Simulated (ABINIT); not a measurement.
B2P:

```
B P
1.0
     1.51512    0.87475    3.92488
    -1.51512    0.87475    3.92488
     0.00000   -1.74950    3.92488
B P
2 1
Direct
  0.42934 0.42934 0.42934
  0.57066 0.57066 0.57066
  0.00000 0.00000 0.00000
```

The cell was built by a generator and needn't be a form met in nature.

```yaml
Program: ABINIT 10.8.3 (patched build)
Task: relaxation of cell and atoms
Functional: LDA
Potentials_or_basis: JTH PAW LDA v2.0
Cutoff: 544 eV
k_mesh: 8 × 8 × 8
Occupations: fermi-dirac, width 0.05 eV
Spin: no spin polarisation
```

At the start: pressure -6.0 GPa; volume 10.40 Å³/atom.

Q: How do energy, volume and symmetry change on relaxing?

A: Over 9 steps the energy falls by 10.8 meV/atom and the volume is 9.95 Å³/atom (-4.4 %); space group R-3m (No. 166, to 0.05 Å).

The path:
| step | energy change (eV) | largest force (eV/Å) | pressure (GPa) | volume (Å³) |
| --- | --- | --- | --- | --- |
| 1 | 0.0000 | 0.0489 | -6.04 | 31.21 |
| 2 | -0.0173 | 0.0602 | -3.26 | 30.64 |
| 3 | -0.0271 | 0.1306 | 0.47 | 29.90 |
| 4 | -0.0290 | 0.1397 | 0.66 | 29.83 |
| 5 | -0.0316 | 0.0220 | 0.45 | 29.71 |
| 6 | -0.0322 | 0.0216 | 0.08 | 29.81 |
| 7 | -0.0323 | 0.0122 | -0.01 | 29.84 |
| 8 | -0.0323 | 0.0046 | 0.00 | 29.84 |
| 9 | -0.0323 | 0.0002 | 0.00 | 29.84 |

Final structure:
```cif
data_structure
_symmetry_space_group_name_H-M 'P 1'
_symmetry_Int_Tables_number 1
_cell_length_a 4.2890
_cell_length_b 4.2890
_cell_length_c 4.2890
_cell_angle_alpha 40.361
_cell_angle_beta 40.361
_cell_angle_gamma 40.361
_cell_volume 29.84
loop_
_atom_site_label
_atom_site_type_symbol
_atom_site_fract_x
_atom_site_fract_y
_atom_site_fract_z
_atom_site_occupancy
B1 B 0.43024 0.43024 0.43024 1
B2 B 0.56976 0.56976 0.56976 1
P1 P 0.00000 0.00000 0.00000 1
```

Caveat: the atomic spheres overlap.
